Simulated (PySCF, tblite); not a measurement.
# C3H11BN2Si: geometry, infrared bands and NMR shifts

What infrared bands and NMR shifts should C3H11BN2Si (`C=C(C)[SiH2]B(N)N`) show?

Programs: tblite 0.8.0 and PySCF 2.14.0, with density-fitted response routines of our own. Each step states its level of theory. These are calculated values for one molecule in the gas phase, unless marked as measured. Atoms count from 0, in the outputs and in this text.

**1. Starting geometry**

18 atoms, charge 0, multiplicity 1; geometry from: force field or distance geometry start.

Bonds of the start (Å): C0–C1 1.33, C1–C2 1.48, C1–Si3 1.86, Si3–B4 1.95, B4–N5 1.51, B4–N6 1.51, C0–H7 1.09, C0–H8 1.08, C2–H9 1.13, C2–H10 1.10, C2–H11 1.13, Si3–H12 1.49, Si3–H13 1.46, N5–H14 1.04, N5–H15 1.05, N6–H16 1.06, N6–H17 1.03.

**2. Optimising the geometry with GFN2-xTB**

What the job is given:

```
{"job": {"kind": "relax", "xc": "GFN2-xTB", "basis": "xTB"}, "charge": 0, "multiplicity": 1}
C     -1.102200     1.006300     0.655200
C     -1.408500     0.013600    -0.183200
C     -2.822700    -0.424400    -0.280600
Si    -0.072000    -0.823400    -1.177100
B      1.645100    -0.087500    -0.606400
N      2.107100     1.260100    -1.115900
N      2.403400    -0.823300     0.473700
H     -1.848900     1.530800     1.258400
H     -0.065500     1.308000     0.727900
H     -2.991500    -1.003800    -1.232200
H     -3.119400    -1.129400     0.512300
H     -3.500600     0.475500    -0.312600
H     -0.016200    -2.274800    -0.848900
H     -0.315700    -0.655900    -2.602800
H      1.890900     2.028300    -0.456100
H      3.151700     1.198800    -1.168300
H      3.139200    -1.385300    -0.041500
H      2.917100    -0.207200     1.121700
```

Started as:

```console
OMP_NUM_THREADS=1 python probes_run.py task.json out
```

One launch serves the whole session: the jobs run in the order shown.

The log of the run:

```text
step      E/eV     max force
  0    -565.08968    2.160
  1    -565.33157    1.246
  2    -565.44342    0.932
  3    -565.48744    0.698
  4    -565.54091    0.669
  5    -565.63518    1.086
  6    -565.72717    1.236
  7    -565.84522    1.257
  8    -565.98569    0.984
  9    -566.11598    1.187
 10    -566.19171    2.175
 11    -566.30445    1.059
 12    -566.39236    0.927
 13    -566.48862    0.738
 14    -566.53988    0.804
 15    -566.63882    0.864
 16    -566.68113    1.116
 17    -566.77377    0.623
 18    -566.81188    0.484
 19    -566.83982    0.256
 20    -566.85045    0.301
 21    -566.87031    0.343
 22    -566.88171    0.271
 23    -566.88965    0.188
 24    -566.89335    0.111
 25    -566.89538    0.111
 26    -566.89662    0.074
 27    -566.89759    0.070
 28    -566.89849    0.075
 29    -566.89939    0.073
 30    -566.90050    0.075
 31    -566.90169    0.081
 32    -566.90268    0.082
 33    -566.90338    0.072
 34    -566.90395    0.064
 35    -566.90456    0.072
 36    -566.90529    0.092
 37    -566.90610    0.098
 38    -566.90687    0.078
 39    -566.90753    0.058
 40    -566.90819    0.071
 41    -566.90899    0.095
 42    -566.90997    0.100
 43    -566.91094    0.074
 44    -566.91165    0.075
 45    -566.91217    0.066
 46    -566.91275    0.058
 47    -566.91363    0.074
 48    -566.91478    0.097
 49    -566.91592    0.087
 50    -566.91696    0.087
 51    -566.91812    0.094
 52    -566.91941    0.086
 53    -566.92058    0.075
 54    -566.92157    0.082
 55    -566.92259    0.117
 56    -566.92407    0.118
 57    -566.92692    0.087
 58    -566.92848    0.072
 59    -566.92899    0.076
 60    -566.92960    0.086
 61    -566.93007    0.064
 62    -566.93144    0.050
 63    -566.93187    0.048
 64    -566.93226    0.046
 65    -566.93255    0.039
 66    -566.93289    0.037
 67    -566.93322    0.036
 68    -566.93356    0.046
 69    -566.93399    0.058
 70    -566.93455    0.065
 71    -566.93517    0.082
 72    -566.93572    0.070
 73    -566.93609    0.034
 74    -566.93627    0.029
 75    -566.93644    0.034
 76    -566.93668    0.035
 77    -566.93689    0.030
 78    -566.93707    0.037
 79    -566.93721    0.033
 80    -566.93735    0.032
 81    -566.93752    0.033
 82    -566.93772    0.031
 83    -566.93790    0.029
 84    -566.93805    0.029
 85    -566.93818    0.025
 86    -566.93829    0.028
 87    -566.93843    0.026
 88    -566.93858    0.028
 89    -566.93870    0.020
 90    -566.93875    0.017
 91    -566.93882    0.015
 92    -566.93886    0.016
 93    -566.93891    0.016
 94    -566.93895    0.014
 95    -566.93899    0.013
 96    -566.93902    0.011
 97    -566.93904    0.009
```

Wall time 0.73 s (1 thread of Arm Neoverse V1, shared host).

Step by step: (not every step is listed)

```csv
step,energy from step 0 (eV),largest force (eV/Å)
0,0.0000,2.1597
1,-0.2419,1.2460
2,-0.3537,0.9318
3,-0.3978,0.6980
4,-0.4512,0.6691
5,-0.5455,1.0856
6,-0.6375,1.2357
7,-0.7555,1.2568
8,-0.8960,0.9842
16,-1.5915,1.1157
24,-1.8037,0.1113
32,-1.8130,0.0821
40,-1.8185,0.0709
48,-1.8251,0.0968
56,-1.8344,0.1184
64,-1.8426,0.0461
72,-1.8460,0.0702
80,-1.8477,0.0323
88,-1.8489,0.0275
92,-1.8492,0.0155
93,-1.8492,0.0156
94,-1.8493,0.0144
95,-1.8493,0.0127
96,-1.8493,0.0110
97,-1.8494,0.0091
```

Distances of close pairs at the start and the end, largest changes first:

```
  bond  before (Å)  after (Å)  change (Å)
 B4–N5       1.513      1.405      -0.108
 B4–N6       1.511      1.405      -0.106
N6–H16       1.060      1.003      -0.056
N5–H15       1.048      1.007      -0.041
C1–Si3       1.864      1.903      +0.039
 C2–H9       1.127      1.089      -0.038
C2–H11       1.127      1.089      -0.038
N5–H14       1.035      1.004      -0.032
```

The final coordinates are the input of the step that follows.

**3. Vibrational analysis with GFN2-xTB**

What the job is given:

```
{"job": {"kind": "ir", "xc": "GFN2-xTB", "basis": "xTB"}, "charge": 0, "multiplicity": 1}
C     -1.247575     1.147673     0.688191
C     -1.418403     0.100169    -0.106448
C     -2.785686    -0.452712    -0.366126
Si     0.035749    -0.773526    -0.969085
B      1.801013    -0.058852    -0.500382
N      2.186557     1.248199    -0.844095
N      2.735271    -0.855731     0.183311
H     -2.073603     1.646892     1.177213
H     -0.269833     1.554406     0.892029
H     -2.987340    -0.457479    -1.435907
H     -2.834894    -1.484727    -0.022285
H     -3.560488     0.123399     0.138054
H     -0.159580    -2.211279    -0.649606
H     -0.321114    -0.706271    -2.409866
H      1.594109     1.892920    -1.334557
H      3.090468     1.635999    -0.628899
H      2.549649    -1.799055     0.470372
H      3.656938    -0.543707     0.441669
```

The log of the run:

```text
mode    cm-1     km/mol
  1      13.6      0.65
  2      34.5      0.85
  3      82.1      0.66
  4     140.3      0.94
  5     196.4      1.52
  6     244.8      0.62
  7     305.6      1.36
  8     331.5      1.29
  9     367.8      2.40
 10     400.7      0.71
 11     410.7      7.03
 12     482.0     49.97
 13     508.1    304.89
 14     510.4      6.94
 15     536.8     41.88
 16     564.1     16.78
 17     620.7      7.64
 18     640.7      3.71
 19     696.2     11.79
 20     723.8    361.91
 21     822.7      3.28
 22     830.5    274.69
 23     903.6     25.91
 24     906.0     23.12
 25     969.6      8.22
 26    1011.5     22.57
 27    1039.0      0.36
 28    1218.7      5.21
 29    1254.6     74.98
 30    1346.1    189.81
 31    1397.4      1.59
 32    1429.9      2.95
 33    1481.7      6.40
 34    1492.4      1.95
 35    1542.2    143.53
 36    1551.5     27.55
 37    1686.1      3.79
 38    2060.9    585.15
 39    2079.6    281.23
 40    3004.9     43.84
 41    3006.0     39.92
 42    3020.8     26.41
 43    3042.8     84.96
 44    3091.5     49.80
 45    3477.3      2.71
 46    3479.4     16.56
 47    3544.7      2.36
 48    3550.5      7.99
```

It took 0.66 s on 1 thread of Arm Neoverse V1, shared host.

Which atoms move in the most intense modes:

| cm⁻¹ | km/mol | atoms |
| --- | --- | --- |
| 508 | 304.9 | H16 28 %, H15 23 %, H14 22 % |
| 724 | 361.9 | H13 35 %, H12 35 %, Si3 21 % |
| 830 | 274.7 | H12 47 %, H13 46 % |
| 1346 | 189.8 | B4 66 % |
| 1542 | 143.5 | H15 23 %, H14 22 %, H17 18 %, H16 17 % |
| 2061 | 585.1 | H13 49 %, H12 47 % |
| 2080 | 281.2 | H12 50 %, H13 48 % |
| 3043 | 85.0 | H7 91 % |

**4. NMR shieldings: PBE0/pcSseg-1**

The job, as its differences from that of step 3:

```diff
@@ -1,2 +1,2 @@
-{"job": {"kind": "ir", "xc": "GFN2-xTB", "basis": "xTB"}, "charge": 0, "multiplicity": 1}
+{"job": {"kind": "nmr", "xc": "PBE0", "basis": "pcSseg-1"}, "charge": 0, "multiplicity": 1}
 C     -1.247575     1.147673     0.688191
```

Level: GIAO PBE0/pcSseg-1 NMR shielding, non-relativistic, gas phase.

The log of the run:

```text
coarse grid: 14912 points
cycle   1  E = -544.2577856828  dE =  6.318e-01  |g| = 5.813e-01  |ddm| = 3.686e+00
cycle   2  E = -544.2333686134  dE =  2.442e-02  |g| = 6.831e-01  |ddm| = 1.027e+00
cycle   3  E = -544.3400974318  dE = -1.067e-01  |g| = 5.427e-02  |ddm| = 5.769e-01
cycle   4  E = -544.3406573046  dE = -5.599e-04  |g| = 2.498e-02  |ddm| = 6.020e-02
cycle   5  E = -544.3407953799  dE = -1.381e-04  |g| = 7.389e-03  |ddm| = 2.462e-02
cycle   6  E = -544.3408091775  dE = -1.380e-05  |g| = 2.881e-03  |ddm| = 1.018e-02
cycle   7  E = -544.3408112837  dE = -2.106e-06  |g| = 4.049e-04  |ddm| = 2.654e-03
final grid: 137840 points
cycle   8  E = -544.3744477154  dE = -2.996e-05  |g| = 9.758e-03  |ddm| = 2.715e-02
cycle   9  E = -544.3744372031  dE =  1.051e-05  |g| = 1.207e-02  |ddm| = 1.669e-02
cycle  10  E = -544.3744697281  dE = -3.253e-05  |g| = 7.947e-04  |ddm| = 8.926e-03
cycle  11  E = -544.3744698693  dE = -1.412e-07  |g| = 2.508e-04  |ddm| = 7.739e-04
cycle  12  E = -544.3744698820  dE = -1.268e-08  |g| = 1.128e-04  |ddm| = 2.993e-04
cycle  13  E = -544.3744698852  dE = -3.236e-09  |g| = 2.221e-05  |ddm| = 1.132e-04
cycle  14  E = -544.3744698853  dE = -1.174e-10  |g| = 6.146e-06  |ddm| = 2.748e-05
converged SCF energy = -544.3744698853

GIAO shielding tensors (ppm)
atom      isotropic    diamagn.    paramagn.     s11        s22        s33       span
  0 C       53.164     256.254    -203.090    -58.329     75.033    142.789    201.118
  1 C       33.404     263.204    -229.799    -83.793      6.641    177.365    261.159
  2 C      156.690     246.227     -89.537    139.432    144.424    186.214     46.782
  3 Si     420.117     883.985    -463.868    372.542    415.881    471.928     99.387
  4 B       75.181     199.648    -124.468     47.917     57.651    119.975     72.058
  5 N      186.687     317.925    -131.238    120.138    204.247    235.676    115.538
  6 N      184.125     315.879    -131.754    117.404    199.059    235.911    118.507
  7 H       25.729      32.024      -6.294     22.939     25.059     29.191      6.252
  8 H       26.003      35.045      -9.042     23.446     24.730     29.833      6.387
  9 H       29.599      28.675       0.924     25.701     28.695     34.401      8.700
 10 H       29.574      29.134       0.441     25.631     28.578     34.514      8.883
 11 H       29.708      29.087       0.621     26.117     28.151     34.857      8.739
 12 H       27.833      31.114      -3.281     24.252     27.282     31.964      7.712
 13 H       27.585      30.350      -2.766     24.521     26.403     31.830      7.309
 14 H       29.007      33.360      -4.354     23.138     27.416     36.466     13.327
 15 H       28.856      31.039      -2.183     23.742     25.715     37.111     13.369
 16 H       28.837      32.073      -3.236     22.694     27.118     36.698     14.004
 17 H       28.927      30.282      -1.355     23.693     25.854     37.232     13.539
```

Run time: 40 s. Hardware: 1 thread of Arm Neoverse V1, shared host; peak memory 0.81 GiB.

The references, computed at this level on geometries of the same kind, shield at (ppm): 1H TMS 31.72, 13C TMS 186.9, 29Si TMS 349.2, 15N NH3 267.7, 11B BF3·OEt2 100.1. Their shielding less the atom's gives the shift. The references are single molecules in the gas phase, so shifts against H2O, NH3, PH3, H3PO4 or CFCl3 are not on the usual liquid scales and can be off by tens of ppm. Atoms listed in one row are averaged.

```csv
atoms,environment,σ (ppm),δ (ppm),δ scaled to CDCl3
C1,fully substituted alkene carbon,33.4,153.5,147.9
C0,terminal =CH2 carbon,53.2,133.8,128.6
C2,allylic methyl carbon,156.7,30.2,27.6
H7,hydrogen on a terminal =CH2 carbon,25.73,5.99,5.75
H8,hydrogen on a terminal =CH2 carbon,26.00,5.71,5.49
"H12, H13","hydrogen on a silicon bonded to C, B",27.71,4.01,–
"H14, H15, H16, H17",hydrogen on a nitrogen bonded to B,28.91,2.81,–
"H9, H10, H11",hydrogen on an allylic methyl carbon,29.63,2.09,2.08
Si3,"silicon bonded to C, B, 2 H",420.1,-71.0,–
B4,"boron bonded to 2 N, Si",75.2,24.9,–
"N5, N6","nitrogen bonded to B, 2 H",185.4,82.3,–
```

The scaled column applies a straight-line fit of computed shieldings to shifts measured in CDCl3 (root-mean-square error 0.16 ppm for H, 1.9 ppm for C).

The run also stored atomic charges by several schemes (e):

```csv
atoms,Mulliken,IAO,Hirshfeld,ESP fit
C0,-0.11,-0.32,-0.11,-0.56
C1,-0.60,-0.22,-0.08,0.21
C2,-0.18,-0.42,-0.12,-0.48
Si3,0.54,0.56,0.24,0.03
B4,0.19,0.03,0.08,0.66
"N5, N6",-0.48,-0.57,-0.26,-1.06
```

Mayer bond orders: C0–C1 1.98, C1–C2 1.05, C1–Si3 0.85, Si3–B4 0.94, B4–N5 1.21, B4–N6 1.24.

The fields below are evaluated on a grid from the run's orbitals.

Frontier orbitals at PBE0/pcSseg-1, with the share of their density that lies nearest to each atom:

```
orbital  energy (eV)                                                   lies on
   HOMO        -7.01                                    N5, N6 about 32 % each
   LUMO         0.34  C0, C1 about 22 % each; Si3 10 %; H7, H13 about 7 % each
```

ELF in a plane through or near 6 of the atoms.

Ten even steps from '0' (0.00) to '9' (1.00):
```
0000000000000000000000000000
0000000000000000000000000000
0000000000000000000000000000
0000000000000000002100000000
0000000000001772279930000000
0000000000004997599960000000
0000000013104999389810000000
0000000002101896626102530000
0000000001100026883069993000
0000464234221015874279994000
0004999778534236654456530000
0004999547323234422886100000
0000466676101352003999600000
0000012798102897202999700000
0000001586005999700586100000
0000000131006999800000000000
0000000000002787300000000000
0000000000000011000000000000
0000000000000000000000000000
0000000000000000000000000000
```
The map spans 12.4 Å across and 9.7 Å up, centred on the molecule. Atoms in the plane (x, y in Å): C0 (1.2, 1.4), N6 (-2.7, -0.9), H7 (2.0, 2.0), H8 (0.2, 1.8), H10 (2.9, -1.3), H17 (-3.6, -0.5).

On the surface of density 0.002 e/bohr³ the electrostatic potential runs, from the 1st to the 99th percentile, from -0.82 V near C0 to 1.65 V near H15.

**5. Outcome**

| quantity | value |
| --- | --- |
| strongest single infrared mode (GFN2-xTB) | 2061 cm⁻¹, 585 km/mol |
| zero-point energy (GFN2-xTB) | 88.7 kcal/mol |
| 13C shifts against TMS (PBE0/pcSseg-1) | 153.5, 133.8, 30.2 ppm |
| 1H shifts against TMS (PBE0/pcSseg-1, means over atoms taken as alike) | 5.99, 5.71, 4.01, 2.81, 2.09 ppm |
| 29Si shifts against TMS (PBE0/pcSseg-1) | -71.0 ppm |
| 11B shifts against BF3·OEt2 (PBE0/pcSseg-1) | 24.9 ppm |
| 15N shifts against NH3 (PBE0/pcSseg-1, means over atoms taken as alike) | 82.3 ppm |
| surface potential, 1st and 99th percentile | -0.82 V and 1.65 V |

Over 97 steps the energy fell by 1.849 eV; of the close pairs, B4–N5 changed most, 1.513 to 1.405 Å. All 48 modes are real, so the xTB geometry is a minimum. The strongest single mode, at 2061 cm⁻¹, moves mainly H13 and H12. GFN2-xTB is a fitted tight-binding method: band positions and strengths are rough. Its intensities can rank the bands wrongly. At PBE0/pcSseg-1: The widest tensor belongs to C1: span 261 ppm, with a paramagnetic part of -230 ppm.
